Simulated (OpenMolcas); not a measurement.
**Dy³⁺ among point charges: CASSCF levels and susceptibility**

How does a field of 8 point charges split the states of Dy³⁺, and what χT follows?

The numbers are computed with OpenMolcas 26.06 (state-averaged CASSCF, spin-orbit coupling by RASSI with atomic mean-field integrals), except any that are marked as measured or tabulated.

### 1 The atom as given

- Species: Dy³⁺ (dysprosium, Z = 66, 63 electrons)
- Basis: ANO-RCC-VTZP [8s7p5d3f2g1h], 104 functions
- Scalar Hamiltonian: DKH2, point nucleus
- Inactive shells: 1s 2s 2p 3s 3p 3d 4s 4p 4d 5s 5p
- Active space: 9 electrons in 7 orbitals (4f)
- Some configurations of this space: 4f⁹
- Orbitals: optimised for the highest spin of each parity, averaged over all roots

The outer shells:

4f9
```
4f [↑↓][↑↓][↑ ][↑ ][↑ ][↑ ][↑ ]
```

The ion sits among 8 point charges of -1 e arranged as a cube (Oh), 2.91 Å from the ion.

Each step is its own input file, run in one work folder so that later steps find the files of earlier ones. Labels, J, g values, rates, χT and fits are worked out afterwards by a script from the matrices that RASSI stores. The input lists half of the charges; inversion (Group=XYZ) makes the rest.

### 2 One- and two-electron integrals

Input file a.inp:

```
&GATEWAY
Coord
1

Dy 0.0 0.0 0.0
Basis=ANO-RCC-VTZP
Group=XYZ
NoMove
AngMom=0.0 0.0 0.0
AMFI
XField
4 Angstrom 0
1.680089 1.680089 1.680089 -1.000000
1.680089 1.680089 -1.680089 -1.000000
1.680089 -1.680089 1.680089 -1.000000
1.680089 -1.680089 -1.680089 -1.000000
&SEWARD
```

The run is started by

```bash
$ OMP_NUM_THREADS=1 MOLCAS_MEM=2252 MOLCAS_PROJECT=a pymolcas a.inp > a.log
```

### 3 CASSCF: sextets of odd parity, 21 roots

Input file a.inp:

```
&RASSCF
FileOrb=start.orb
Symmetry=2
Spin=6
nActEl=9 0 0
Inactive=15 12
Ras2=0 7
CIRoot=21 21 1
SDav=21
CIMx=300
Iter=120 100
PrWF=0.3
OrbListing=Nothing
MaxOrb=0
>>> COPY $Project.JobIph JOB001
```

start.orb holds the contracted functions of the basis, ordered by shell, or the orbitals of the step before.

### 4 CASSCF: quartets of odd parity, 162 roots

Input file a.inp:

```
&RASSCF
FileOrb=start.orb
Symmetry=2
Spin=4
nActEl=9 0 0
Inactive=15 12
Ras2=0 7
CIRoot=162 162 1
SDav=224
CIMx=300
Iter=120 100
PrWF=0.3
OrbListing=Nothing
MaxOrb=0
CIOnly
>>> COPY $Project.JobIph JOB002
```

### 5 CASSCF: doublets of odd parity, 162 roots

Input file a.inp:

```
&RASSCF
FileOrb=start.orb
Symmetry=2
Spin=2
nActEl=9 0 0
Inactive=15 12
Ras2=0 7
CIRoot=162 162 1
SDav=490
CIMx=300
Iter=120 100
PrWF=0.3
OrbListing=Nothing
MaxOrb=0
CIOnly
>>> COPY $Project.JobIph JOB003
```

### 6 State interaction with spin-orbit coupling

Input file a.inp:

```
&RASSI
NrOfJobIphs=3 21 108 35
1 2 3 4 5 6 7 8 9 10 11 12 13 14 15 16 17 18 19 20 21
1 2 3 4 5 6 7 8 9 10 11 12 13 14 15 16 17 18 19 20 21 22 23 24 25 26 27
28 29 30 31 32 33 34 35 36 37 38 39 40 41 42 43 44 45 46 47 48 49 50 51
52 53 54 55 56 57 58 59 60 61 62 63 64 65 66 67 68 69 70 71 72 73 74 75
76 77 78 79 80 81 82 83 84 85 86 87 88 89 90 91 92 93 94 95 96 97 98 99
100 101 102 103 104 105 106 107 108
1 2 3 4 5 6 7 8 9 10 11 12 13 14 15 16 17 18 19 20 21 22 23 24 25 26 27
28 29 30 31 32 33 34 35
IphNames
JOB001
JOB002
JOB003
EJob
SpinOrbit
DIPRint=1.0
SOCoupling=1000.0
Subsets=2
Property=9
'ANGMOM' 1 'ANGMOM' 2 'ANGMOM' 3 'MLTPL  1' 1 'MLTPL  1' 2 'MLTPL  1' 3
'AMFI' 1 'AMFI' 2 'AMFI' 3
SOProperty=3
'ANGMOM' 1 'ANGMOM' 2 'ANGMOM' 3
```

**Question.** What will these runs give? Wanted: spin-free ground state; first state of the same spin within the active space; lowest level; next level.

The runs gave:

| quantity | value |
| --- | --- |
| method | CASSCF |
| spin-free ground state | 6T1, 3-fold in its orbital part |
| first state of the same spin within the active space | 6E at 6.07 cm⁻¹ |
| lowest level | 4-fold Γ8 |
| next level | 12.5 cm⁻¹ |
| χT at 300 K | 14.06 cm³ K/mol |
| effective moment at 300 K | 10.61 μB |

**Reading.** The spin-free ground state (6T1) comes to 100 % from free-ion H terms and keeps the highest spin of the shell. The quartets, doublets rest on orbitals optimised for another spin in at least one step, which raises them against the optimised states. Not all states of the active space went into the spin-orbit step. High states of lower spin are left out of the spin-orbit mixing, and CASSCF puts spin-flip levels too high. This is an electrostatic model: the charges have no orbitals.
